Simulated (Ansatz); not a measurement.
**H3InOZn: a ladder of functionals and wavefunction methods**

An exercise on one series of results from a longer session: the logs are not shown, and one member is left open.

The runs use Ansatz 0.2.0, Gaussian basis; functionals in def2-TZVPP, the program's frozen cores in correlated methods.

Levels to be run: LDA (SPW92), PBE-D4, revPBE-D4, BLYP-D4, r2SCAN-D4, B97M-V, PBE0-D4, B3LYP-D4, r2SCANh-D4, r2SCAN0-D4, HSE06-D4, BHLYP-D4, CAM-B3LYP-D4, LC-ωPBE, ωB97X-V, ωB97M-V, B2PLYP, PBE-QIDH; CCSD(T)/def2-SVP; CCSD(T)/def2-TZVPP; MP2/def2-QZVPP; extrapolation to the limit; RPA on PBE.

## The geometry

An earlier PBE0-D4 in a triple-zeta def2 set relaxation fixed the geometry. In takes the def2 core potential; no spin-orbit term is included.

SMILES `[OH][InH][ZnH]`, 6 atoms, charge 0, spin multiplicity 1.

Atoms are counted from 1 here; the program's logs count them from 0.

Bond lengths: O1–In2 2.007 Å, O1–H4 0.960 Å, In2–Zn3 2.587 Å, In2–H5 1.737 Å, Zn3–H6 1.563 Å. Angles: In2–O1–H4 113.1°, O1–In2–Zn3 110.3°, O1–In2–H5 110.6°, Zn3–In2–H5 139.1°, In2–Zn3–H6 179.8°.

Geometry (Å):

| atom | x (Å) | y (Å) | z (Å) |
| --- | --- | --- | --- |
| O1 | -1.3810 | -1.0369 | -0.7448 |
| In2 | 0.2143 | 0.1755 | -0.6273 |
| Zn3 | 0.8679 | 0.5628 | 1.8458 |
| H4 | -1.6590 | -1.2083 | -1.6474 |
| H5 | 0.7411 | 0.6492 | -2.2134 |
| H6 | 1.2589 | 0.7938 | 3.3410 |

The first run:

Input file in.yaml:

```yaml
crystal:
  periodic: [false, false, false]
  atoms:
    - {symbol: O, position_ang: [-1.380977, -1.036851, -0.744819]}
    - {symbol: In, position_ang: [0.214268, 0.175472, -0.627345]}
    - {symbol: Zn, position_ang: [0.867915, 0.562825, 1.845790]}
    - {symbol: H, position_ang: [-1.658982, -1.208304, -1.647432]}
    - {symbol: H, position_ang: [0.741119, 0.649180, -2.213441]}
    - {symbol: H, position_ang: [1.258857, 0.793777, 3.341048]}
basis:
  gaussian: {orbitals: def2-TZVPP}
hamiltonian: {xc: lda}
output: {orbitals: {seedname: orbitals}}
```

Command:

```sh
$ ansatz run in.yaml --threads 4 --pin off --events-out ev --progress --plain --max-ram 10444MiB
```

Among the steps run: LDA; PBE-D4 (GGA); revPBE-D4 (GGA); BLYP-D4 (GGA); r2SCAN-D4 (meta-GGA); B97M-V (meta-GGA); B3LYP-D4 (hybrid); r2SCANh-D4 (hybrid); r2SCAN0-D4 (hybrid); HSE06-D4 (hybrid); BHLYP-D4 (hybrid); CAM-B3LYP-D4 (range-separated); LC-ωPBE (range-separated); ωB97X-V (range-separated); ωB97M-V (range-separated); B2PLYP (double hybrid); PBE-QIDH (double hybrid).

One table of the session follows, with a row left open; its other results are not shown here.

It belongs to the step «Frontier levels by functional». 

| functional | HOMO (eV) | LUMO (eV) | gap (eV) |
| --- | --- | --- | --- |
| LDA (SPW92) | -6.11 | -2.99 | 3.12 |
| PBE-D4 | ? | ? | ? |
| revPBE-D4 | -5.93 | -2.67 | 3.26 |
| BLYP-D4 | -5.86 | -2.72 | 3.15 |
| r2SCAN-D4 | -6.23 | -2.61 | 3.62 |
| B97M-V | -6.22 | -2.82 | 3.40 |
| PBE0-D4 | -6.95 | -2.11 | 4.84 |
| B3LYP-D4 | -6.79 | -2.35 | 4.44 |
| r2SCANh-D4 | -6.59 | -2.37 | 4.22 |
| r2SCAN0-D4 | -7.13 | -2.02 | 5.10 |
| HSE06-D4 | -6.56 | -2.47 | 4.10 |
| BHLYP-D4 | -7.83 | -1.49 | 6.33 |
| CAM-B3LYP-D4 | -8.18 | -1.30 | 6.88 |
| LC-ωPBE | -9.44 | -0.25 | 9.19 |
| ωB97X-V | -9.10 | -0.37 | 8.74 |
| ωB97M-V | -8.95 | -0.58 | 8.36 |

Q: Estimate the row for PBE-D4 from the others.

As computed: HOMO (eV): -5.98; LUMO (eV): -2.77; gap (eV): 3.21. In the column «HOMO (eV)» it lies between LDA (SPW92) (-6.11) and revPBE-D4 (-5.93).
